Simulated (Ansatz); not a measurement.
**Ag (Ag (100), 5 layers): a relaxation**

Wanted: a converged relaxation for Ag (Ag (100), 5 layers), and a check of what comes out. The structure is shown as the input types it.

Program: Ansatz 0.2.0. Level of theory: DFT, PBE, all-electron LAPW, scalar-relativistic. These are calculated values, not measurements.

### Step 1. The starting structure

The structure is tetragonal, space group P4/mmm (No. 123). Conventional cell: a = 2.933 Å, b = 2.933 Å, c = 24.296 Å, α = 90.00°, β = 90.00°, γ = 90.00°. Around Ag (site symmetry 4mm) lie 8 Ag at 2.90 to 2.93 Å. Around Ag (site symmetry 4mm) lie 12 Ag at 2.90 to 2.93 Å. Ag (site symmetry 4/mmm) is surrounded by 12 Ag at 2.93 Å.

As a file:

```cif
data_structure
_symmetry_space_group_name_H-M 'P4/mmm'
_symmetry_Int_Tables_number 123
_cell_length_a 2.9331
_cell_length_b 2.9331
_cell_length_c 24.2960
_cell_angle_alpha 90.000
_cell_angle_beta 90.000
_cell_angle_gamma 90.000
_cell_volume 209.02
loop_
_atom_site_label
_atom_site_type_symbol
_atom_site_symmetry_multiplicity
_atom_site_Wyckoff_symbol
_atom_site_fract_x
_atom_site_fract_y
_atom_site_fract_z
_atom_site_occupancy
Ag1 Ag 2 g 0.00000 0.00000 0.33111 1
Ag2 Ag 2 h 0.50000 0.50000 0.41458 1
Ag3 Ag 1 b 0.00000 0.00000 0.50000 1
```

### Step 2. The run

The input, input.yaml:

```yaml
crystal:
  lattice:
    - [2.9330648187, 0.0, 0.0]
    - [0.0, 2.9330648187, 0.0]
    - [0.0, 0.0, 24.296]
  atoms:
    - { symbol: Ag, position: [0.0, 0.0, 0.3311138137] }
    - { symbol: Ag, position: [0.5, 0.5, 0.4145795058] }
    - { symbol: Ag, position: [0.0, 0.0, 0.4999999996] }
    - { symbol: Ag, position: [0.5, 0.5, 0.5854204947] }
    - { symbol: Ag, position: [0.0, 0.0, 0.6688861863] }
kpoints:
  mp_grid: { grid: [12, 12, 1] }
scf:
  occupations: { method: fermi_dirac, width: 0.1 }
  convergence: { dr2_threshold: 1.0e-16 }
  max_iter: 60
hamiltonian:
  xc: pbe
  pseudopotentials: { kind: all_electron, lapw: { basis_error: 0.001 } }
output:
  forces: true
  stress: true
  eigenvalues: true
relax:
  f_tol: 0.01
  max_steps: 12
efield:
  axis: 3
  amplitude: 0
  dipole_correction: true
```

On the command line:

```console
> ansatz run input.yaml --threads 2 --pin off --max-ram 4096MiB --backend cpu --events-out ev --progress --plain --runs-dir out
```

Q: Will this input give a usable result? If not, why, and what should change?

This run ends as converged. That alone doesn't make the input a sound one.

Look at the input: scf.convergence.dr2_threshold is 1.0e-16. What could go wrong: threshold needlessly tight. Once met, so tight a threshold does no harm; it costs cycles.

To check: delete scf.convergence.dr2_threshold (the default then holds).
